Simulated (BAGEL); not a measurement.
# CH5BeN (BeMe(NH2)) at HF/aug-cc-pVDZ (density fitting with qzvpp-jkfit)

Aim: the energy change on altering one bond length of CH5BeN (BeMe(NH2)) at HF/aug-cc-pVDZ (density fitting with qzvpp-jkfit), from 2 runs. 

Program for the calculation: BAGEL 1.2.2.

2 further runs of the same task are left out: 2 set aside as unsound or not needed. Runs told in other sessions of the task aren't counted.

## (1) Starting point

CH5BeN: 8 atoms, total charge 0, spin state singlet. SMILES: `[CH3][Be][NH2]`. Geometry: a GFN2-xTB relaxation, a rough one for these elements and not checked as a minimum.

Bond lengths: Be1–C2 1.728 Å, Be1–N6 1.510 Å, C2–H3 1.089 Å, C2–H4 1.089 Å, C2–H5 1.089 Å, N6–H7 1.007 Å, N6–H8 1.007 Å. Angles: C2–Be1–N6 179.0°, Be1–C2–H3 114.0°, Be1–C2–H4 114.1°, Be1–C2–H5 113.3°, Be1–N6–H7 127.2°, Be1–N6–H8 127.3°, H3–C2–H4 104.9°, H3–C2–H5 104.9°, H4–C2–H5 104.7°, H7–N6–H8 105.5°.

## (2) A single-point energy at HF/aug-cc-pVDZ (density fitting with qzvpp-jkfit)

input.json

```json
{ "bagel" : [

{
  "title" : "molecule",
  "basis" : "aug-cc-pvdz.json",
  "df_basis" : "qzvpp-jkfit",
  "angstrom" : true,
  "geometry" : [
    { "atom" : "Be", "xyz" : [       0.010610,      -0.009070,      -0.310080 ] },
    { "atom" : "C", "xyz" : [      -0.001530,      -0.017480,       1.418010 ] },
    { "atom" : "H", "xyz" : [       0.076390,       0.971210,       1.866650 ] },
    { "atom" : "H", "xyz" : [       0.807740,      -0.592530,       1.864870 ] },
    { "atom" : "H", "xyz" : [      -0.910090,      -0.444960,       1.840100 ] },
    { "atom" : "N", "xyz" : [       0.006290,       0.020430,      -1.820140 ] },
    { "atom" : "H", "xyz" : [       0.806980,       0.031590,      -2.431050 ] },
    { "atom" : "H", "xyz" : [      -0.796400,       0.040810,      -2.428360 ] }
  ]
},

{ "title" : "hf" },

{ "title" : "print", "file" : "orbitals.molden", "orbitals" : true }

]}
```

The basis set aug-cc-pVDZ is read from a file made from the Basis Set Exchange's data (not shown).

Run with:

```sh
$ BAGEL_NUM_THREADS=1 BAGEL input.json > input.out
```

Standard output:

```text
* using 1 threads per process

  ===============================================================
  ===============================================================

  *** Geometry ***

  { "atom" : "Be", "xyz" : [      0.020050,     -0.017140,     -0.585966 ] },
  { "atom" : "C", "xyz" : [     -0.002891,     -0.033032,      2.679651 ] },
  { "atom" : "H", "xyz" : [      0.144356,      1.835321,      3.527457 ] },
  { "atom" : "H", "xyz" : [      1.526407,     -1.119719,      3.524094 ] },
  { "atom" : "H", "xyz" : [     -1.719821,     -0.840853,      3.477285 ] },
  { "atom" : "N", "xyz" : [      0.011886,      0.038607,     -3.439566 ] },
  { "atom" : "H", "xyz" : [      1.524971,      0.059696,     -4.594019 ] },
  { "atom" : "H", "xyz" : [     -1.504978,      0.077120,     -4.588935 ] },

  Number of auxiliary basis functions:      293

  Since a DF basis is specified, we compute 2- and 3-index integrals:
    o Being stored without compression. Storage requirement is 0.030 GB

  Number of basis functions:      114
  Number of electrons      :       22

    * METHOD: MOLECULE                             0.19

  *** RHF ***

  === Nuclear Repulsion ===
    51.1483154219

      * DIIS with orbital gradients will be used.

  === RHF iteration (aug-cc-pvdz.json) ===
      0       -109.52426190          0.02368533           0.04
      1       -109.79138522          0.01709428           0.04
      2       -109.92013091          0.00207954           0.04
      3       -109.92218984          0.00074149           0.04
      4       -109.92248276          0.00016827           0.04
      5       -109.92250262          0.00003190           0.04
      6       -109.92250351          0.00000777           0.04
      7       -109.92250358          0.00000234           0.04
      8       -109.92250359          0.00000083           0.04
      9       -109.92250359          0.00000023           0.04
     10       -109.92250359          0.00000008           0.04
     11       -109.92250359          0.00000003           0.04
     12       -109.92250359          0.00000001           0.04
    * SCF iteration converged.

    * Permanent dipole moment:
           (   -0.005654,     0.001636,     0.388373) a.u.

    * METHOD: HF                                   0.72

    * METHOD: PRINT                                0.05

  ===============================================================
```

It took 1.1 s on 1 thread of Arm Neoverse N1, shared host; peak memory 0.092 GiB.

## (3) The distorted shape at the same level

calc.json

```json
{ "bagel" : [

{
  "title" : "molecule",
  "basis" : "aug-cc-pvdz.json",
  "df_basis" : "qzvpp-jkfit",
  "angstrom" : true,
  "geometry" : [
    { "atom" : "Be", "xyz" : [      -0.051725,      -0.800003,      -0.668983 ] },
    { "atom" : "C", "xyz" : [      -0.063865,      -0.808413,       1.059107 ] },
    { "atom" : "H", "xyz" : [       0.076390,       0.971210,       1.866650 ] },
    { "atom" : "H", "xyz" : [       0.745405,      -1.383463,       1.505967 ] },
    { "atom" : "H", "xyz" : [      -0.972425,      -1.235893,       1.481197 ] },
    { "atom" : "N", "xyz" : [      -0.056045,      -0.770503,      -2.179043 ] },
    { "atom" : "H", "xyz" : [       0.744645,      -0.759343,      -2.789953 ] },
    { "atom" : "H", "xyz" : [      -0.858735,      -0.750123,      -2.787263 ] }
  ]
},

{
  "title" : "hf"
},

{
  "title" : "print",
  "file" : "orbitals.molden",
  "orbitals" : true
}

]}
```

The basis set aug-cc-pVDZ is read from a file made from the Basis Set Exchange's data (not shown).

Run with:

```sh
$ BAGEL_NUM_THREADS=1 BAGEL calc.json > calc.out
```

Standard output:

```text
* using 1 threads per process

  ===============================================================
  ===============================================================

  *** Geometry ***

  { "atom" : "Be", "xyz" : [     -0.097746,     -1.511787,     -1.264195 ] },
  { "atom" : "C", "xyz" : [     -0.120687,     -1.527679,      2.001422 ] },
  { "atom" : "H", "xyz" : [      0.144356,      1.835321,      3.527457 ] },
  { "atom" : "H", "xyz" : [      1.408611,     -2.614366,      2.845865 ] },
  { "atom" : "H", "xyz" : [     -1.837617,     -2.335499,      2.799057 ] },
  { "atom" : "N", "xyz" : [     -0.105910,     -1.456040,     -4.117794 ] },
  { "atom" : "H", "xyz" : [      1.407175,     -1.434950,     -5.272247 ] },
  { "atom" : "H", "xyz" : [     -1.622774,     -1.417527,     -5.267164 ] },

  Number of auxiliary basis functions:      293

  Since a DF basis is specified, we compute 2- and 3-index integrals:
    o Being stored without compression. Storage requirement is 0.030 GB

  Number of basis functions:      114
  Number of electrons      :       22

    * METHOD: MOLECULE                             0.19

  *** RHF ***

  === Nuclear Repulsion ===
    49.3055115292

      * DIIS with orbital gradients will be used.

  === RHF iteration (aug-cc-pvdz.json) ===
      0       -109.35231711          0.02399268           0.04
      1       -109.62432730          0.01913689           0.04
      2       -109.78531568          0.00266420           0.04
      3       -109.79008268          0.00062832           0.04
      4       -109.79041430          0.00025526           0.04
      5       -109.79047548          0.00006655           0.04
      6       -109.79048080          0.00001877           0.04
      7       -109.79048116          0.00000464           0.04
      8       -109.79048118          0.00000188           0.04
      9       -109.79048118          0.00000063           0.04
     10       -109.79048118          0.00000018           0.04
     11       -109.79048118          0.00000007           0.04
     12       -109.79048118          0.00000002           0.04
     13       -109.79048118          0.00000001           0.04
    * SCF iteration converged.

    * Permanent dipole moment:
           (    0.043674,     0.616828,     0.699335) a.u.

    * METHOD: HF                                   0.76

    * METHOD: PRINT                                0.05

  ===============================================================
```

It took 1.2 s on 1 thread of Arm Neoverse N1, shared host; peak memory 0.093 GiB.

## (4) Summary of results

Level: HF/aug-cc-pVDZ (density fitting with qzvpp-jkfit).

```
                                                         quantity          value
                                        first shape: total energy  -109.92250 Eh
                                       first shape: dipole moment         0.99 D
                                         first shape: HOMO energy      -10.62 eV
                                         first shape: LUMO energy        0.60 eV
                                       first shape: HOMO–LUMO gap       11.22 eV
                                    distorted shape: total energy  -109.79048 Eh
                                   distorted shape: dipole moment         2.37 D
                                     distorted shape: HOMO energy       -9.76 eV
                                     distorted shape: LUMO energy        0.52 eV
                                   distorted shape: HOMO–LUMO gap       10.28 eV
energy change with the C2–H3 bond stretched from 1.089 to 1.959 Å       3.593 eV
```

In words: One bond (distorted shape) is far stretched, which a spin-restricted single reference describes badly; a broken-symmetry solution may lie lower. With the C2–H3 bond stretched from 1.089 to 1.959 Å the energy rises by 3.59 eV (347 kJ/mol). The first shape isn't relaxed at this level, so the change isn't measured from a minimum. A restricted reference can't describe the breaking bond well at this length.
